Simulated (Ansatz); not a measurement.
Yb3InC, space group Pm-3m: a convergence test of the k-point mesh, run with Ansatz 0.2.0 through its Python package.

Script `run_kconv.py`:
```python
# -*- coding: utf-8 -*-
import ansatz
import pandas as pd


def main():
    crystal = (
        ansatz.Lattice.cubic(5.063247)
        .space_group(221)
        .atom("Yb", (0.5, 0.0, 0.5))
        .atom("In", (0.0, 0.0, 0.0))
        .atom("C", (0.5, 0.5, 0.5))
    )

    setup = (
        crystal.calculation()
        .functional("pbe")
        .occupations("fermi_dirac")
        .stress()
    )

    rows = []
    for value in [(2, 2, 2), (3, 3, 3), (4, 4, 4), (5, 5, 5), (6, 6, 6)]:
        summary = setup.kpoints(*value).run().report
        rows.append((value, summary["free_energy_ev"] / len(summary["lattice"]["sites"]), summary["n_iterations"], sum(summary["stress_gpa"][i][i] for i in range(3)) / 3, summary["n_kpoints"]))

    table = pd.DataFrame(rows, columns=["mesh", "F/atom (eV)", "iterations", "P (GPa)", "k-points"])
    print(table.round(5).to_string(index=False))

    for row in rows[:-1]:
        shift = 1000 * (row[1] - rows[-1][1])
        print(f"{row[0]}: {shift:+.2f} meV/atom" + ("  (within 2 meV)" if abs(shift) < 2 else ""))


if __name__ == "__main__":
    main()
```

How fast does the energy converge with the mesh (threshold 2 meV an atom)?

From 5×5×5 on it stays within 2 meV an atom of the value at 6×6×6; the first row (2×2×2) is off by 113.4 meV and the last but one by 0.11 meV. This holds for F at a smearing of 0.1 eV; a narrower one needs a denser mesh. The pressure moves from -3.76 to -3.68 GPa.

What the script printed:

Running `python run_kconv.py` prints:
```text
DeckWarning: basis.ecutwfc = 420 eV, auto-derived from the records' recommended cutoffs: set by Yb (normal level)
     mesh  F/atom (eV)  iterations  P (GPa)  k-points
(2, 2, 2)  -9446.86662           9 -3.75777         4
(3, 3, 3)  -9446.97250           8 -3.64975         4
(4, 4, 4)  -9446.97747          10 -3.68399        10
(5, 5, 5)  -9446.97993          10 -3.68073        10
(6, 6, 6)  -9446.98004          10 -3.68080        20
(2, 2, 2): +113.43 meV/atom
(3, 3, 3): +7.55 meV/atom
(4, 4, 4): +2.58 meV/atom
(5, 5, 5): +0.11 meV/atom  (within 2 meV)
```
(Warnings from the package without file and line.)

Notes:
- Semilocal functionals put the nearly full 4f shell of Yb too close to the Fermi level.
- Pressure is positive in compression.
- This cell is a computed structure, which may not be the phase found in nature.
- Shifts are counted from the finest mesh, which is itself no proven limit.
- It ran for 22 s on 1 thread of Arm Neoverse V2, on a shared host, peak memory 0.55 GiB.

(A comment or docstring line of the script was reworded after the run, the code is as it ran; lines on the test bed's own set-up are left out of the output.)
